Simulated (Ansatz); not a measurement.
# (001) slab of diamond Si, 25.8 Å thick as cut, ended by OH

How far do the faces relax, and where do the top filled and lowest empty levels lie below the vacuum? Levels of theory: PBEsol and HSE06.

Method: density functional theory in Ansatz 0.2.0, PAW datasets, plane waves.

## (1) Starting point

96 atoms (80 Si, 8 O, 8 H); a = 7.683 Å, b = 7.683 Å, c = 41.306 Å, α = 90.00°, β = 90.00°, γ = 90.00°. All atoms were shaken off their sites by about 0.02 Å along each axis.

The runs, in order: (2) PBEsol relaxation at a 3×3×1 mesh, on 1 × data-centre GPU with 4 threads; (3) HSE06 single point at a 2×2×1 mesh, on 1 × data-centre GPU with 4 threads.

## (2) Relaxation of the positions (PBEsol)

Contents of in.yaml:

```yaml
crystal:
  lattice:
    - [5.432790, 5.432790, 0.000000]
    - [-5.432790, 5.432790, 0.000000]
    - [0.000000, 0.000000, 41.305750]
  atoms:
    - { symbol: Si, position: [0.999402, 0.908791, 0.187610] }
    - { symbol: Si, position: [0.999826, 0.997905, 0.319299] }
    - { symbol: Si, position: [0.997956, 0.002177, 0.450388] }
    - { symbol: Si, position: [0.002812, 0.999569, 0.581710] }
    - { symbol: Si, position: [0.001988, 0.001245, 0.713510] }
    - { symbol: Si, position: [0.495978, 0.592060, 0.187693] }
    - { symbol: Si, position: [0.498944, 0.500361, 0.319312] }
    - { symbol: Si, position: [0.499326, 0.500719, 0.450680] }
    - { symbol: Si, position: [0.499881, 0.499752, 0.581742] }
    - { symbol: Si, position: [0.497466, 0.499049, 0.713135] }
    - { symbol: Si, position: [0.253176, 0.996225, 0.220379] }
    - { symbol: Si, position: [0.254431, 0.994138, 0.352526] }
    - { symbol: Si, position: [0.252971, 0.997832, 0.483596] }
    - { symbol: Si, position: [0.250700, 0.997452, 0.614538] }
    - { symbol: Si, position: [0.256825, 0.000262, 0.746643] }
    - { symbol: Si, position: [0.748927, 0.501657, 0.220766] }
    - { symbol: Si, position: [0.753047, 0.502383, 0.352400] }
    - { symbol: Si, position: [0.753291, 0.503182, 0.483689] }
    - { symbol: Si, position: [0.746961, 0.498106, 0.615433] }
    - { symbol: Si, position: [0.749269, 0.502109, 0.746609] }
    - { symbol: Si, position: [0.995492, 0.596138, 0.187167] }
    - { symbol: Si, position: [0.000340, 0.501634, 0.319399] }
    - { symbol: Si, position: [0.000431, 0.504259, 0.451335] }
    - { symbol: Si, position: [0.997507, 0.499373, 0.582563] }
    - { symbol: Si, position: [0.003089, 0.502597, 0.712990] }
    - { symbol: Si, position: [0.506616, 0.909026, 0.188043] }
    - { symbol: Si, position: [0.500893, 0.002720, 0.320005] }
    - { symbol: Si, position: [0.496495, 0.000235, 0.450535] }
    - { symbol: Si, position: [0.499221, 0.000432, 0.582477] }
    - { symbol: Si, position: [0.500095, 0.003819, 0.713832] }
    - { symbol: Si, position: [0.248643, 0.498532, 0.220381] }
    - { symbol: Si, position: [0.248330, 0.499435, 0.352021] }
    - { symbol: Si, position: [0.246536, 0.506351, 0.483495] }
    - { symbol: Si, position: [0.250794, 0.506540, 0.615242] }
    - { symbol: Si, position: [0.249995, 0.500762, 0.746610] }
    - { symbol: Si, position: [0.747215, 0.993224, 0.220697] }
    - { symbol: Si, position: [0.753794, 0.000798, 0.352676] }
    - { symbol: Si, position: [0.749659, 0.995104, 0.483738] }
    - { symbol: Si, position: [0.749840, 0.000696, 0.615296] }
    - { symbol: Si, position: [0.747390, 0.999833, 0.746090] }
    - { symbol: Si, position: [0.251069, 0.747247, 0.253362] }
    - { symbol: Si, position: [0.254200, 0.755015, 0.385519] }
    - { symbol: Si, position: [0.249877, 0.754382, 0.515827] }
    - { symbol: Si, position: [0.251298, 0.748118, 0.648329] }
    - { symbol: Si, position: [0.249288, 0.748743, 0.778858] }
    - { symbol: Si, position: [0.749905, 0.251993, 0.254308] }
    - { symbol: Si, position: [0.750097, 0.252391, 0.385185] }
    - { symbol: Si, position: [0.754418, 0.249030, 0.516559] }
    - { symbol: Si, position: [0.749399, 0.251987, 0.648395] }
    - { symbol: Si, position: [0.749923, 0.248990, 0.780399] }
    - { symbol: Si, position: [0.995056, 0.251732, 0.286389] }
    - { symbol: Si, position: [0.000128, 0.247410, 0.417866] }
    - { symbol: Si, position: [0.000253, 0.252481, 0.548857] }
    - { symbol: Si, position: [0.006880, 0.246724, 0.681268] }
    - { symbol: Si, position: [0.998196, 0.158159, 0.812405] }
    - { symbol: Si, position: [0.503007, 0.748532, 0.286874] }
    - { symbol: Si, position: [0.503565, 0.752216, 0.417924] }
    - { symbol: Si, position: [0.498592, 0.752885, 0.548247] }
    - { symbol: Si, position: [0.504698, 0.746222, 0.680871] }
    - { symbol: Si, position: [0.498871, 0.841448, 0.811768] }
    - { symbol: Si, position: [0.250870, 0.247456, 0.252800] }
    - { symbol: Si, position: [0.250830, 0.246682, 0.384988] }
    - { symbol: Si, position: [0.247945, 0.252980, 0.516235] }
    - { symbol: Si, position: [0.247289, 0.252455, 0.648365] }
    - { symbol: Si, position: [0.247714, 0.246392, 0.779472] }
    - { symbol: Si, position: [0.753435, 0.749577, 0.253250] }
    - { symbol: Si, position: [0.745188, 0.748564, 0.384658] }
    - { symbol: Si, position: [0.744913, 0.748389, 0.515224] }
    - { symbol: Si, position: [0.746245, 0.748938, 0.647642] }
    - { symbol: Si, position: [0.750540, 0.743681, 0.780185] }
    - { symbol: Si, position: [0.000670, 0.751283, 0.286443] }
    - { symbol: Si, position: [0.998753, 0.750375, 0.418153] }
    - { symbol: Si, position: [0.999472, 0.749752, 0.550079] }
    - { symbol: Si, position: [0.000959, 0.752625, 0.680865] }
    - { symbol: Si, position: [0.999212, 0.846455, 0.812898] }
    - { symbol: Si, position: [0.497515, 0.251035, 0.285963] }
    - { symbol: Si, position: [0.497520, 0.247840, 0.417983] }
    - { symbol: Si, position: [0.498643, 0.253731, 0.549174] }
    - { symbol: Si, position: [0.502437, 0.253197, 0.680411] }
    - { symbol: Si, position: [0.499853, 0.156558, 0.813566] }
    - { symbol: O, position: [0.002098, 0.092100, 0.163116] }
    - { symbol: O, position: [0.495242, 0.410018, 0.163848] }
    - { symbol: O, position: [0.000946, 0.401438, 0.163440] }
    - { symbol: O, position: [0.502367, 0.091194, 0.162800] }
    - { symbol: O, position: [0.000410, 0.343259, 0.837195] }
    - { symbol: O, position: [0.500822, 0.659602, 0.836904] }
    - { symbol: O, position: [0.998498, 0.655491, 0.836072] }
    - { symbol: O, position: [0.496662, 0.339467, 0.836664] }
    - { symbol: H, position: [0.065285, 0.071624, 0.143272] }
    - { symbol: H, position: [0.490256, 0.305782, 0.176025] }
    - { symbol: H, position: [0.983196, 0.299239, 0.176573] }
    - { symbol: H, position: [0.560323, 0.068049, 0.143349] }
    - { symbol: H, position: [0.010566, 0.447644, 0.822588] }
    - { symbol: H, position: [0.435154, 0.678879, 0.856728] }
    - { symbol: H, position: [0.930944, 0.674018, 0.856262] }
    - { symbol: H, position: [0.513390, 0.444166, 0.822162] }
kpoints:
  mp_grid: { grid: [3, 3, 1] }
hamiltonian:
  xc: pbesol
scf:
  occupations: { method: fermi_dirac, width: 0.01 }
relax:
  f_tol: 0.03
  max_steps: 80
  escape_saddle: false
  adjacent_minimum: "off"
output:
  forces: true
  eigenvalues: true
  populations: true
```

Started as:

```console
$ ansatz run in.yaml --threads 4 --pin off --max-ram 38950MiB --runs-dir r --events-out ev --progress --plain --backend cuda --devices 0, --max-vram 37GiB
```

The runs that follow: Single point with HSE06.

What does the calculation give? Wanted: for each run, top filled to lowest empty; top filled below vacuum.

The runs gave:

| level | time | k points | top filled to lowest empty (eV) | top filled below vacuum (eV) |
| --- | --- | --- | --- | --- |
| PBEsol, relaxation | 47 s (GPU) | 3×3×1 | 0.55 | 4.42 |
| HSE06 | 3 min (GPU) | 2×2×1 | 1.27 | 4.92 |

| quantity | value |
| --- | --- |
| relaxation | 12 recorded steps, 8.18 eV gained |
| largest shift | 1.44 Å (H96 and others alike) |
| mean bonds | H–O 0.973, O–Si 1.675, Si–Si 2.355 Å |

**What this shows.** Relaxation gains 8.18 eV, with shifts up to 1.44 Å (H96 and others alike). The relaxation ran on other k points, so part of any difference from the later rows can come from the mesh.
